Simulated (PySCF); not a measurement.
# C3H8BP: a tour of settings, part 2 of 2

PySCF 2.14.0. Atoms count from 0.

### Step 5. Spin-spin couplings: PBE0/def2-TZVP

The job: settings as JSON, then the geometry in Å.

```
{"job": {"kind": "j", "xc": "PBE0", "basis": "def2-TZVP"}, "charge": 0, "multiplicity": 1}
B     -0.940535     1.780915    -0.243729
P      0.035385     0.109205    -0.013294
C     -0.834851    -1.516459     0.153839
C      1.678543    -0.120342     0.730621
C      1.719229    -0.277370    -0.579529
H     -1.562669     1.620349    -1.244411
H     -1.626511     1.854032     0.725023
H     -0.093911     2.609281    -0.314519
H     -1.507909    -1.468227     1.009159
H     -1.435200    -1.687356    -0.739361
H     -0.128965    -2.332784     0.285727
H      2.299682    -0.106423     1.600906
H      2.393325    -0.464334    -1.388161
```

With the program's defaults for keys left out, this is: PBE0/def2-TZVP indirect spin-spin coupling, non-relativistic, gas phase.

Output:

```text
coarse grid: 10928 points
cycle   1  E = -484.9470576037  dE =  4.994e-01  |g| = 4.543e-01  |ddm| = 2.589e+00
cycle   2  E = -484.9594243841  dE = -1.237e-02  |g| = 4.021e-01  |ddm| = 8.799e-01
cycle   3  E = -485.0086857602  dE = -4.926e-02  |g| = 3.356e-02  |ddm| = 4.280e-01
cycle   4  E = -485.0089004702  dE = -2.147e-04  |g| = 1.905e-02  |ddm| = 5.119e-02
cycle   5  E = -485.0090017333  dE = -1.013e-04  |g| = 2.095e-03  |ddm| = 2.112e-02
cycle   6  E = -485.0090027245  dE = -9.912e-07  |g| = 1.065e-03  |ddm| = 2.766e-03
final grid: 99736 points
cycle   7  E = -485.0008845271  dE = -4.520e-05  |g| = 8.665e-03  |ddm| = 4.977e-02
cycle   8  E = -485.0008787179  dE =  5.809e-06  |g| = 9.758e-03  |ddm| = 1.302e-02
cycle   9  E = -485.0009019456  dE = -2.323e-05  |g| = 1.220e-03  |ddm| = 7.642e-03
cycle  10  E = -485.0009023908  dE = -4.452e-07  |g| = 2.399e-04  |ddm| = 1.212e-03
cycle  11  E = -485.0009024016  dE = -1.087e-08  |g| = 1.376e-04  |ddm| = 2.435e-04
cycle  12  E = -485.0009024064  dE = -4.811e-09  |g| = 2.997e-05  |ddm| = 1.105e-04
cycle  13  E = -485.0009024067  dE = -2.130e-10  |g| = 9.280e-06  |ddm| = 2.616e-05
converged SCF energy = -485.0009024067

Indirect spin-spin couplings (Hz)
  i      j    bonds     total        FC       PSO       DSO        SD
  0 B    1 P    1     -7.375    -2.025    -5.918     0.207     0.361
  0 B    2 C    2      0.442     0.649    -0.159    -0.069     0.022
  0 B    3 C    2     -1.207    -1.135    -0.045    -0.090     0.063
  0 B    4 C    2     -1.210    -1.137    -0.045    -0.090     0.062
  0 B    5 H    1     99.250    98.660    -0.227     0.704     0.113
  0 B    6 H    1     99.229    98.639    -0.227     0.704     0.112
  0 B    7 H    1    104.486   103.922    -0.273     0.705     0.133
  0 B    8 H    3     -0.209    -0.134     0.075    -0.125    -0.025
  0 B    9 H    3     -0.213    -0.135     0.079    -0.131    -0.025
  0 B   10 H    3      0.908     1.089     0.333    -0.548     0.035
  0 B   11 H    3     -0.537    -0.400     0.222    -0.368     0.009
  0 B   12 H    3     -0.538    -0.401     0.222    -0.369     0.009
  1 P    2 C    1    -16.822   -17.884    -3.964     0.180     4.846
  1 P    3 C    1    -11.783    -8.000    -1.054     0.160    -2.889
  1 P    4 C    1    -11.749    -7.967    -1.058     0.160    -2.885
  1 P    5 H    2     -6.359    -6.089    -1.063     0.071     0.722
  1 P    6 H    2     -6.338    -6.067    -1.064     0.072     0.722
  1 P    7 H    2    -20.275   -20.187    -0.675     0.063     0.525
  1 P    8 H    2     -2.338    -2.292    -0.234    -0.158     0.346
  1 P    9 H    2     -2.662    -2.624    -0.226    -0.158     0.346
  1 P   10 H    2    -11.309   -11.484     0.252    -0.233     0.156
  1 P   11 H    2     23.979    21.530     0.612    -0.779     2.615
  1 P   12 H    2     23.997    21.549     0.613    -0.779     2.614
  2 C    3 C    2      0.460     0.646    -0.159    -0.027         -
  2 C    4 C    2      0.472     0.661    -0.162    -0.027         -
  2 C    5 H    3     -1.143    -1.097     0.027    -0.073         -
  2 C    6 H    3     -1.135    -1.090     0.027    -0.072         -
  2 C    7 H    3      9.175     9.346     0.204    -0.374         -
  2 C    8 H    1    121.092   119.004     1.420     0.668         -
  2 C    9 H    1    121.176   119.086     1.421     0.669         -
  2 C   10 H    1    132.297   130.346     1.257     0.694         -
  2 C   11 H    3     -1.205    -1.085     0.150    -0.270         -
  2 C   12 H    3     -1.212    -1.091     0.149    -0.270         -
  3 C    4 C    1     46.493    54.050    -7.725     0.167         -
  3 C    5 H    3     15.218    15.496     0.118    -0.396         -
  3 C    6 H    3      1.493     1.601     0.095    -0.202         -
  3 C    7 H    3      0.345     0.341     0.040    -0.036         -
  3 C    8 H    3      1.174     1.228     0.147    -0.201         -
  3 C    9 H    3      8.689     8.962     0.174    -0.447         -
  3 C   10 H    3      1.263     1.164    -0.034     0.133         -
  3 C   11 H    1    211.100   211.575    -1.246     0.771         -
  3 C   12 H    2     -3.033    -1.977    -0.295    -0.761         -
  4 C    5 H    3      1.512     1.620     0.095    -0.202         -
  4 C    6 H    3     15.205    15.483     0.118    -0.396         -
  4 C    7 H    3      0.331     0.328     0.041    -0.037         -
  4 C    8 H    3      8.705     8.982     0.173    -0.450         -
  4 C    9 H    3      1.304     1.355     0.142    -0.193         -
  4 C   10 H    3      1.156     1.057    -0.029     0.128         -
  4 C   11 H    2     -3.016    -1.961    -0.293    -0.761         -
  4 C   12 H    1    211.056   211.529    -1.244     0.771         -
  5 H    6 H    2    -14.366   -14.186     1.188    -1.368         -
  5 H    7 H    2    -12.335   -12.099     1.206    -1.441         -
  5 H    8 H    4     -0.218    -0.103     0.330    -0.445         -
  5 H   10 H    4     -0.560    -0.194     0.894    -1.260         -
  5 H   11 H    4      1.408     1.851     0.960    -1.403         -
  5 H   12 H    4      2.442     2.646     0.522    -0.725         -
  6 H    7 H    2    -12.323   -12.088     1.205    -1.441         -
  6 H    9 H    4     -0.230    -0.109     0.345    -0.466         -
  6 H   10 H    4     -0.551    -0.187     0.887    -1.251         -
  6 H   11 H    4      2.427     2.631     0.522    -0.726         -
  6 H   12 H    4      1.406     1.849     0.960    -1.403         -
  7 H    8 H    4     -0.713    -0.354     0.761    -1.120         -
  7 H    9 H    4     -0.739    -0.379     0.764    -1.124         -
  7 H   10 H    4      2.334     2.806     1.011    -1.483         -
  8 H    9 H    2    -14.802   -14.804     2.471    -2.468         -
  8 H   10 H    2    -12.606   -12.534     2.500    -2.572         -
  8 H   11 H    4      1.239     1.432     0.623    -0.816         -
  8 H   12 H    4      0.703     1.183     1.230    -1.710         -
  9 H   10 H    2    -12.611   -12.539     2.500    -2.572         -
  9 H   11 H    4      0.750     1.228     1.228    -1.706         -
  9 H   12 H    4      1.279     1.466     0.610    -0.797         -
 11 H   12 H    3      1.690     2.229     1.630    -2.169         -
```

It took 28 s on 1 thread of Intel Xeon Platinum 8488C, shared host; peak memory 0.82 GiB.

The basis is not made for couplings: without tight functions at the nuclei these values are rough.

Key values: J(C3,H11) 211.1 Hz, J(C2,H8) 124.9 Hz, J(B0,H5) 101.0 Hz (means over like pairs).

### Step 6. Indirect couplings: PBE0/6-311+G(2d,p)

Settings changed since step 5:

```diff
@@ -1,2 +1,2 @@
-{"job": {"kind": "j", "xc": "PBE0", "basis": "def2-TZVP"}, "charge": 0, "multiplicity": 1}
+{"job": {"kind": "j", "xc": "PBE0", "basis": "6-311+G(2d,p)", "scf": {"conv": 1e-08, "guess": "huckel"}}, "charge": 0, "multiplicity": 1}
 B     -0.940535     1.780915    -0.243729
```

With the program's defaults for keys left out, this is: PBE0/6-311+G(2d,p) indirect spin-spin coupling, non-relativistic, gas phase.

Output:

```text
final grid: 99736 points
cycle   1  E = -483.4667884419  dE = -6.914e-01  |g| = 2.413e+00  |ddm| = 3.780e+00
cycle   2  E = -477.6483030142  dE =  5.818e+00  |g| = 3.807e+00  |ddm| = 1.646e+02
cycle   3  E = -483.6336889085  dE = -5.985e+00  |g| = 1.932e+00  |ddm| = 1.645e+02
cycle   4  E = -484.9514701086  dE = -1.318e+00  |g| = 2.975e-01  |ddm| = 3.102e+00
cycle   5  E = -484.9763884735  dE = -2.492e-02  |g| = 1.713e-01  |ddm| = 5.662e-01
cycle   6  E = -484.9844747192  dE = -8.086e-03  |g| = 5.201e-02  |ddm| = 2.304e-01
cycle   7  E = -484.9851472931  dE = -6.726e-04  |g| = 9.639e-03  |ddm| = 5.849e-02
cycle   8  E = -484.9851739784  dE = -2.669e-05  |g| = 2.393e-03  |ddm| = 1.546e-02
cycle   9  E = -484.9851754800  dE = -1.502e-06  |g| = 9.200e-04  |ddm| = 4.407e-03
cycle  10  E = -484.9851756989  dE = -2.189e-07  |g| = 3.457e-04  |ddm| = 1.258e-03
cycle  11  E = -484.9851757245  dE = -2.562e-08  |g| = 1.521e-04  |ddm| = 4.304e-04
cycle  12  E = -484.9851757302  dE = -5.742e-09  |g| = 3.423e-05  |ddm| = 1.623e-04
converged SCF energy = -484.9851757302

Indirect spin-spin couplings (Hz)
  i      j    bonds     total        FC       PSO       DSO        SD
  0 B    1 P    1     -9.870    -4.648    -5.806     0.209     0.375
  0 B    2 C    2      0.333     0.540    -0.159    -0.069     0.022
  0 B    3 C    2     -1.284    -1.201    -0.050    -0.090     0.058
  0 B    4 C    2     -1.286    -1.203    -0.050    -0.090     0.058
  0 B    5 H    1     94.149    93.686    -0.192     0.706    -0.051
  0 B    6 H    1     94.129    93.666    -0.192     0.706    -0.052
  0 B    7 H    1     99.213    98.778    -0.237     0.706    -0.034
  0 B    8 H    3     -0.221    -0.137     0.067    -0.125    -0.025
  0 B    9 H    3     -0.224    -0.138     0.070    -0.131    -0.025
  0 B   10 H    3      0.778     0.936     0.354    -0.548     0.036
  0 B   11 H    3     -0.569    -0.444     0.235    -0.368     0.008
  0 B   12 H    3     -0.571    -0.446     0.235    -0.368     0.008
  1 P    2 C    1    -25.332   -26.282    -4.025     0.181     4.795
  1 P    3 C    1    -24.996   -21.311    -1.157     0.163    -2.691
  1 P    4 C    1    -24.977   -21.293    -1.160     0.163    -2.687
  1 P    5 H    2     -7.033    -6.811    -1.003     0.075     0.706
  1 P    6 H    2     -7.015    -6.792    -1.004     0.075     0.706
  1 P    7 H    2    -22.530   -22.452    -0.652     0.066     0.508
  1 P    8 H    2      0.008     0.020    -0.202    -0.156     0.347
  1 P    9 H    2     -0.339    -0.334    -0.195    -0.156     0.347
  1 P   10 H    2    -12.149   -12.358     0.283    -0.233     0.160
  1 P   11 H    2     20.624    18.248     0.638    -0.777     2.515
  1 P   12 H    2     20.637    18.262     0.639    -0.777     2.514
  2 C    3 C    2      0.056     0.242    -0.160    -0.026         -
  2 C    4 C    2      0.072     0.260    -0.162    -0.026         -
  2 C    5 H    3     -1.124    -1.074     0.023    -0.073         -
  2 C    6 H    3     -1.117    -1.068     0.023    -0.072         -
  2 C    7 H    3      8.530     8.694     0.210    -0.374         -
  2 C    8 H    1    116.925   114.982     1.268     0.675         -
  2 C    9 H    1    117.015   115.072     1.268     0.675         -
  2 C   10 H    1    127.603   125.807     1.094     0.702         -
  2 C   11 H    3     -1.252    -1.146     0.164    -0.270         -
  2 C   12 H    3     -1.260    -1.154     0.163    -0.270         -
  3 C    4 C    1     47.073    54.779    -7.880     0.174         -
  3 C    5 H    3     14.761    15.031     0.124    -0.394         -
  3 C    6 H    3      1.473     1.587     0.088    -0.202         -
  3 C    7 H    3      0.354     0.357     0.033    -0.036         -
  3 C    8 H    3      1.208     1.267     0.142    -0.200         -
  3 C    9 H    3      8.531     8.788     0.188    -0.445         -
  3 C   10 H    3      1.300     1.208    -0.041     0.133         -
  3 C   11 H    1    204.569   205.108    -1.313     0.774         -
  3 C   12 H    2     -3.035    -2.054    -0.226    -0.755         -
  4 C    5 H    3      1.492     1.606     0.088    -0.201         -
  4 C    6 H    3     14.746    15.016     0.124    -0.395         -
  4 C    7 H    3      0.340     0.342     0.034    -0.036         -
  4 C    8 H    3      8.548     8.808     0.188    -0.449         -
  4 C    9 H    3      1.339     1.395     0.137    -0.193         -
  4 C   10 H    3      1.194     1.102    -0.036     0.128         -
  4 C   11 H    2     -3.018    -2.038    -0.224    -0.755         -
  4 C   12 H    1    204.519   205.055    -1.311     0.774         -
  5 H    6 H    2    -15.112   -15.047     1.299    -1.364         -
  5 H    7 H    2    -13.087   -12.987     1.336    -1.437         -
  5 H    8 H    4     -0.215    -0.104     0.333    -0.444         -
  5 H   10 H    4     -0.480    -0.176     0.955    -1.259         -
  5 H   11 H    4      1.483     1.847     1.037    -1.401         -
  5 H   12 H    4      2.465     2.641     0.548    -0.724         -
  6 H    7 H    2    -13.076   -12.975     1.335    -1.436         -
  6 H    9 H    4     -0.225    -0.109     0.349    -0.465         -
  6 H   10 H    4     -0.471    -0.170     0.948    -1.249         -
  6 H   11 H    4      2.449     2.625     0.549    -0.725         -
  6 H   12 H    4      1.480     1.845     1.037    -1.401         -
  7 H    8 H    4     -0.680    -0.373     0.812    -1.119         -
  7 H    9 H    4     -0.707    -0.399     0.815    -1.123         -
  7 H   10 H    4      2.488     2.891     1.079    -1.482         -
  8 H    9 H    2    -15.766   -15.828     2.517    -2.456         -
  8 H   10 H    2    -13.366   -13.381     2.573    -2.558         -
  8 H   11 H    4      1.261     1.422     0.653    -0.814         -
  8 H   12 H    4      0.804     1.181     1.330    -1.707         -
  9 H   10 H    2    -13.369   -13.385     2.574    -2.557         -
  9 H   11 H    4      0.850     1.226     1.328    -1.703         -
  9 H   12 H    4      1.297     1.454     0.638    -0.795         -
 11 H   12 H    3      2.192     2.573     1.782    -2.162         -
```

Wall time 25 s (1 thread of Intel Xeon Platinum 8488C, shared host); peak memory 0.75 GiB.

This basis has no tight s functions, so the Fermi-contact terms are rough.

This run: J(C3,H11) 204.5 Hz, J(C2,H8) 120.5 Hz, J(B0,H5) 95.8 Hz (means over like pairs).

### Step 7. Side by side: spin-spin couplings

Couplings (Hz), each a mean over the pairs like the one named, with basis size and wall time:

| run | C3–H11 | C2–H8 | B0–H5 | C3–C4 | H8–H9 | H5–H6 | P1–C3 | functions | time |
| --- | --- | --- | --- | --- | --- | --- | --- | --- | --- |
| revPBE/3-21G | 146.8 | 100.0 | 83.3 | 30.7 | -13.7 | -12.0 | -11.5 | 65 | 6 s |
| PBE0/6-31G | 215.6 | 145.6 | 132.5 | 50.1 | -20.3 | -17.9 | 0.0 | 65 | 6.1 s |
| PBE0/def2-TZVP | 211.1 | 124.9 | 101.0 | 46.5 | -13.3 | -13.0 | -11.8 | 209 | 28 s |
| PBE0/6-311+G(2d,p) | 204.5 | 120.5 | 95.8 | 47.1 | -14.2 | -13.8 | -25.0 | 191 | 25 s |

### Step 8. What came out

This closing draws on all 2 parts.

| quantity | value |
| --- | --- |
| largest coupling of the table (revPBE/3-21G) | ¹J(C,H) C3–H11, 146.8 Hz |
| lowest singlet (B3LYP/6-31G*) | 5.85 eV (212 nm), f = 0.010 |
| lowest triplet | 4.49 eV |
| range of J(C3,H11), mean over like pairs | 146.8 to 215.6 Hz |

**Reading.** Single values in the summary come from the first run of each kind that ended normally (revPBE/3-21G; B3LYP/6-31G*), which need not be the best level. In the run at revPBE/3-21G, the largest coupling of the table is C3–H11 (mean over like pairs), 146.8 Hz, of which the Fermi-contact term gives 146.6 Hz. Couplings across rotatable bonds belong to this one conformer; where others are populated, the observed values are averages. The first singlet state (HOMO−1→LUMO 0.94) lies at 5.85 eV and is weak. The lowest triplet lies 1.37 eV below the lowest singlet (triplets in Tamm-Dancoff, singlets in full TDDFT). The coupling C3–H11, as a mean over pairs of its kind, runs from 146.8 Hz (revPBE/3-21G) to 215.6 Hz (PBE0/6-31G). Couplings from bases without tight functions are rough.
